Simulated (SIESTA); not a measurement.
Fe, a sheet with vacuum:

```xyz
1
Lattice="2.3112 0.0000 0.0000 0.0000 2.3112 0.0000 0.0000 0.0000 23.8000" Properties=species:S:1:pos:R:3 pbc="T T T"
Fe    0.0000    0.0000    7.0001
```

The cell was built by a generator and needn't be a form met in nature.

Base run:

- Program: SIESTA 5.4.2
- Functional: PBE
- Potentials or basis: PseudoDojo 0.4 standard (PBE files)
- Basis: DZP (energy shift 0.003 Ry; two zetas on semicore shells)
- Grid cutoff: 800 Ry
- Energy shift: 0.003 Ry
- k mesh: 11 × 11 × 1
- Occupations: fermi-dirac, width 0.05 eV
- Spin: collinear spin, ferromagnetic start
- Starting moments: [3.0] μB
- Hubbard terms: Fe d U = 8 eV

Its results: band gap on the k mesh none (metal or under the smearing width); net moment 3.65 μB per cell; site moments Fe +3.65 μB.

**Question.** The run is repeated on the same cell with these changes: hubbard terms from Fe d U = 8 eV to none. What comes out?

**Answer.** Band gap on the k mesh none (metal or under the smearing width); net moment 2.76 μB per cell; site moments Fe +2.76 μB.

Caveats: the basis of atomic orbitals isn't converged, which shifts pressures, moduli and gaps; the U is typed as a test and isn't derived for this compound (some runs).
